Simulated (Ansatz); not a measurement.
Working through a single point in a Gaussian basis of C2H7FOSi, SMILES OCC(F)[SiH3]

With Ansatz 0.2.0, Python API.

Notebook, run cell by cell (the value of a cell's last expression is shown):

In [1]:
```python
import ansatz as az
```

In [2]:
```python
geometry_ang = [
    ("O", (-1.61, -1.1515, -0.1751)),
    ("C", (-0.6281, -0.8882, 0.7689)),
    ("C", (0.0568, 0.4418, 0.5083)),
    ("F", (-0.7919, 1.4321, 0.4803)),
    ("Si", (1.1358, 0.5441, -1.0277)),
    ("H", (-2.2196, -0.2913, -0.1806)),
    ("H", (0.0905, -1.7342, 0.7432)),
    ("H", (-1.0639, -0.8523, 1.7482)),
    ("H", (0.7314, 0.6726, 1.4281)),
    ("H", (0.3376, 0.4292, -2.2352)),
    ("H", (1.8482, 1.8506, -1.0376)),
    ("H", (2.19, -0.5081, -0.9868)),
]
molecule = az.Crystal.molecule()
for symbol, xyz in geometry_ang:
    molecule = molecule.atom(symbol, xyz)
```

In [3]:
```python
calculation = molecule.calculation()
calculation = calculation.basis(gaussian="def2-TZVP")
calculation = calculation.functional("PBE0", dispersion="d3bj")
result = calculation.run()
data = result.report
```

In [4]:
```python
data["free_energy_ev"]
```
Out [4]:
```text
-14821.134972799955
```

In [5]:
```python
data["published_state_doubts"]
```
Out [5]:
```text
[]
```

In [6]:
```python
print(f"E = {data['free_energy_ev']:.6f} eV = {data['free_energy_ev'] / 27.211386246:.7f} Ha")
print("converged:", data["converged"], " doubts:", data["published_state_doubts"] or "none")
```
```text
E = -14821.134973 eV = -544.6666641 Ha
converged: True  doubts: none
```

Reading the output:
- Total energies depend on the basis set; only differences at equal settings carry meaning.
- The geometry is a force-field or estimated start, not a minimum of this method, and the basis set is short of its limit.
- Hardware and time: 7.5 s on 1 thread of Arm Neoverse V1, with other jobs on the host, peak memory 0.41 GiB.

(Lines on the test bed's own set-up are left out of the output.)
